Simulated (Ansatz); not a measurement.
# Rb2LiVO4: the cost of one run

Program: Ansatz 0.2.0. Level of theory: DFT PBEsol, scalar-relativistic, plane waves, PAW. These are calculated values, not measurements.

1 further run of the same task is left out (set aside as unsound or not needed).

**1. Starting point**

It takes space group Cmc2_1 (No. 36, orthorhombic). The conventional cell has a = 5.838 Å, b = 11.665 Å, c = 7.821 Å, α = 90.00°, β = 90.00°, γ = 90.00°. Around Rb (site symmetry m) lie 6 O at 2.83 to 3.01 Å and 1 Li at 3.16 Å. Around Rb (site symmetry m) lie 8 O at 2.86 to 3.23 Å and 1 Li at 3.14 Å. Around Li (site symmetry m) lie 4 O at 1.87 to 2.02 Å. V (site symmetry m) is surrounded by 4 O at 1.71 to 1.72 Å. Around O (site symmetry 1) lie 1 V at 1.71 Å and 1 Li at 1.87 Å. Around O (site symmetry m) lie 1 V at 1.71 Å and 1 Li at 2.02 Å. O (site symmetry m) is surrounded by 1 V at 1.72 Å and 1 Li at 2.00 Å.

As a file:

```cif
data_structure
_symmetry_space_group_name_H-M 'P 1'
_symmetry_Int_Tables_number 1
_cell_length_a 6.5222
_cell_length_b 6.5222
_cell_length_c 7.8212
_cell_angle_alpha 90.000
_cell_angle_beta 90.000
_cell_angle_gamma 126.829
_cell_volume 266.30
loop_
_atom_site_label
_atom_site_type_symbol
_atom_site_fract_x
_atom_site_fract_y
_atom_site_fract_z
_atom_site_occupancy
Rb1 Rb 0.60421 0.39579 0.95142 1
Rb2 Rb 0.39579 0.60421 0.45142 1
Rb3 Rb 0.06241 0.93759 0.58883 1
Rb4 Rb 0.93759 0.06241 0.08883 1
Li1 Li 0.20079 0.79921 0.17088 1
Li2 Li 0.79921 0.20079 0.67088 1
V1 V 0.69002 0.30998 0.38936 1
V2 V 0.30998 0.69002 0.88936 1
O1 O 0.40544 0.11642 0.28256 1
O2 O 0.59456 0.88358 0.78256 1
O3 O 0.88358 0.59456 0.28256 1
O4 O 0.11642 0.40544 0.78256 1
O5 O 0.63422 0.36578 0.59204 1
O6 O 0.36578 0.63422 0.09204 1
O7 O 0.83595 0.16405 0.42105 1
O8 O 0.16405 0.83595 0.92105 1
```

This cell was relaxed beforehand with the same method: volume 16.64 Å³/atom, gap on the mesh 3.99 eV.

**2. Electronic structure at the relaxed geometry**

input.yaml reads:

```yaml
crystal:
  lattice:
    - [2.9188783884, -5.8325610078, 0.0]
    - [2.9188783884, 5.8325610078, 0.0]
    - [0.0, 0.0, 7.8211543196]
  atoms:
    - { symbol: Rb, position: [0.6042064936, 0.3957935064, 0.9514174502] }
    - { symbol: Rb, position: [0.3957935064, 0.6042064936, 0.4514174502] }
    - { symbol: Rb, position: [0.062408544, 0.937591456, 0.5888301421] }
    - { symbol: Rb, position: [0.937591456, 0.062408544, 0.0888301421] }
    - { symbol: Li, position: [0.2007910888, 0.7992089112, 0.1708759997] }
    - { symbol: Li, position: [0.7992089112, 0.2007910888, 0.6708759997] }
    - { symbol: V, position: [0.690018951, 0.309981049, 0.3893638146] }
    - { symbol: V, position: [0.309981049, 0.690018951, 0.8893638146] }
    - { symbol: O, position: [0.4054389139, 0.1164249652, 0.2825575108] }
    - { symbol: O, position: [0.5945610861, 0.8835750348, 0.7825575108] }
    - { symbol: O, position: [0.8835750348, 0.5945610861, 0.2825575108] }
    - { symbol: O, position: [0.1164249652, 0.4054389139, 0.7825575108] }
    - { symbol: O, position: [0.6342189849, 0.3657810151, 0.592042583] }
    - { symbol: O, position: [0.3657810151, 0.6342189849, 0.092042583] }
    - { symbol: O, position: [0.8359465051, 0.1640534949, 0.4210549888] }
    - { symbol: O, position: [0.1640534949, 0.8359465051, 0.9210549888] }
basis:
  ecutwfc: 420
kpoints:
  mp_grid: { grid: [4, 4, 4] }
  band_path:
    path:
      - [[0.0, 0.0, 0.0], [-0.5, 0.5, 0.0], [-0.6873886, 0.3126114, 0.0]]
      - [[-0.3126114, -0.3126114, 0.0], [0.0, 0.0, 0.0], [0.0, 0.0, -0.5], [-0.3126114, -0.3126114, -0.5]]
      - [[-0.6873886, 0.3126114, -0.5], [-0.5, 0.5, -0.5], [-0.5, 0.5, 0.0]]
      - [[0.0, 0.0, 0.0], [-0.5, 0.0, 0.0], [-0.5, 0.0, -0.5], [0.0, 0.0, -0.5], [-0.5, 0.5, -0.5]]
    npoints: 10
hamiltonian:
  xc: pbesol
scf:
  occupations: { method: gaussian, width: 0.02 }
  n_extra_bands: 40
output:
  forces: true
  stress: true
  eigenvalues: true
  populations: true
  dos: { projected: true, de: 0.02, nscf_kmesh: { grid: [6, 6, 6] } }
  bader: false
  write_density: true
  write_potential: true
  elf: true
  volumetric_format: npy
```

On the command line:

```bash
> ansatz run input.yaml --threads 8 --pin off --max-ram 22528MiB --backend cpu --events-out ev --progress --plain --runs-dir out
```

**Question.** How long does this run take on 8 threads of Intel Xeon Platinum 8488C (Sapphire Rapids), shared host, and how much memory does it need?

About 39 s, with a peak of 2.6 GiB.
